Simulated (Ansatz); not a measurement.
# H on C (001)

The task, for C: find where and how strongly H adsorbs.

Program: Ansatz 0.2.0. Level of theory: DFT PBE+D3(BJ), scalar-relativistic, plane waves, PAW. These are calculated values, not measurements.

3 further runs of the same task are left out: 3 set aside as unsound or not needed.

**1. The structure to begin with**

It takes space group P-6m2 (No. 187, hexagonal). Conventional cell: a = 2.465 Å, b = 2.465 Å, c = 23.744 Å, α = 90.00°, β = 90.00°, γ = 120.00°. C (site symmetry 3m) is surrounded by 3 C at 1.42 Å. Around C (site symmetry -6m2) lie 3 C at 1.42 Å.

Structure file:

```
CELL_PARAMETERS angstrom
4.92995 0.00000 0.00000
-2.46497 4.26946 0.00000
0.00000 0.00000 23.74417
ATOMIC_POSITIONS crystal
C 0.00000 0.00000 0.35798
C 0.00000 0.50000 0.35798
C 0.50000 0.00000 0.35798
C 0.50000 0.50000 0.35798
C 0.16667 0.33333 0.35798
C 0.16667 0.83333 0.35798
C 0.66667 0.33333 0.35798
C 0.66667 0.83333 0.35798
C 0.00000 0.00000 0.50000
C 0.00000 0.50000 0.50000
C 0.50000 0.00000 0.50000
C 0.50000 0.50000 0.50000
C 0.33333 0.16667 0.50000
C 0.33333 0.66667 0.50000
C 0.83333 0.16667 0.50000
C 0.83333 0.66667 0.50000
C 0.00000 0.00000 0.64202
C 0.00000 0.50000 0.64202
C 0.50000 0.00000 0.64202
C 0.50000 0.50000 0.64202
C 0.16667 0.33333 0.64202
C 0.16667 0.83333 0.64202
C 0.66667 0.33333 0.64202
C 0.66667 0.83333 0.64202
```

Miller indices refer to the conventional cell of the relaxed bulk, P6_3/mmc (No. 194): a = 2.465 Å, b = 2.465 Å, c = 6.744 Å, α = 90.00°, β = 90.00°, γ = 120.00°.

This (001) slab, 6.7 Å thick as cut, with 17 Å of vacuum, in a 2×2 surface cell; its outer planes are C (top) and C (bottom), was relaxed beforehand with its lower half held: -6025.5134 eV, work function 4.28 eV, gap on the mesh 7 meV, too small against the smearing to count.

**2. H put at a top (C) site**

The input, input.yaml:

```yaml
crystal:
  lattice:
    - [4.9299480836, 0.0, 0.0]
    - [-2.4649740418, 4.2694602798, 0.0]
    - [0.0, 0.0, 25.7441730399]
  atoms:
    - { symbol: C, position: [0.0, 0.0, 0.3301718018] }
    - { symbol: C, position: [0.0, 0.5, 0.3301718018] }
    - { symbol: C, position: [0.5, 0.0, 0.3301718018] }
    - { symbol: C, position: [0.5, 0.5, 0.3301718018] }
    - { symbol: C, position: [0.1666666667, 0.3333333333, 0.3301718018] }
    - { symbol: C, position: [0.1666666667, 0.8333333333, 0.3301718018] }
    - { symbol: C, position: [0.6666666667, 0.3333333333, 0.3301718018] }
    - { symbol: C, position: [0.6666666667, 0.8333333333, 0.3301718018] }
    - { symbol: C, position: [0.0, 0.0, 0.4611562586] }
    - { symbol: C, position: [0.0, 0.5, 0.4611562586] }
    - { symbol: C, position: [0.5, 0.0, 0.4611562586] }
    - { symbol: C, position: [0.5, 0.5, 0.4611562586] }
    - { symbol: C, position: [0.3333333333, 0.1666666667, 0.4611562586] }
    - { symbol: C, position: [0.3333333333, 0.6666666667, 0.4611562586] }
    - { symbol: C, position: [0.8333333333, 0.1666666667, 0.4611562586] }
    - { symbol: C, position: [0.8333333333, 0.6666666667, 0.4611562586] }
    - { symbol: C, position: [0.0, 0.0, 0.5921407154] }
    - { symbol: C, position: [0.0, 0.5, 0.5921407154] }
    - { symbol: C, position: [0.5, 0.0, 0.5921407154] }
    - { symbol: C, position: [0.5, 0.5, 0.5921407154] }
    - { symbol: C, position: [0.1666666667, 0.3333333333, 0.5921407154] }
    - { symbol: C, position: [0.1666666667, 0.8333333333, 0.5921407154] }
    - { symbol: C, position: [0.6666666667, 0.3333333333, 0.5921407154] }
    - { symbol: C, position: [0.6666666667, 0.8333333333, 0.5921407154] }
    - { symbol: H, position: [0.6666666667, 0.8333333333, 0.6340919561] }
basis:
  ecutwfc: 420
kpoints:
  mp_grid: { grid: [6, 6, 1] }
hamiltonian:
  xc: pbe
  dispersion: d3bj
scf:
  occupations: { method: gaussian, width: 0.1 }
output:
  forces: true
  eigenvalues: true
  write_density: true
  write_potential: true
  elf: true
  volumetric_format: npy
relax:
  adjacent_minimum: "off"
  f_tol: 0.03
  max_steps: 70
  constraints: [{ sites: [0, 1, 2, 3, 4, 5, 6, 7] }]
efield:
  axis: 3
  dipole_correction: true
```

Run with:

```sh
$ ansatz run input.yaml --threads 2 --pin off --max-ram 5120MiB --backend cpu --events-out ev --progress --plain --runs-dir out
```

The session goes on with these runs: start: H, hollow (nearest C); start: H, bridge (C-C).

Q: Predict the outcome of this session. Wanted: H: lowest end.

**Answer**, as computed:

| quantity | value |
| --- | --- |
| H: lowest end | E_ads -0.72 eV, from the hollow (nearest C) start, 1 bonded, -2.16 Å high |

The strongest binding of H is 0.72 eV, a moderate chemical bond when counted from the free atom, not from the element's molecule or solid; the ends span 0.02 eV. The adsorbate has gone 2.2 Å under the highest slab atom, into the surface. The slab runs have no spin polarisation, while the free adsorbate has its spin; a moment that survived on the surface would lower E_ads. A start on a symmetric site keeps its symmetry, so an end may be a saddle point and not a minimum.
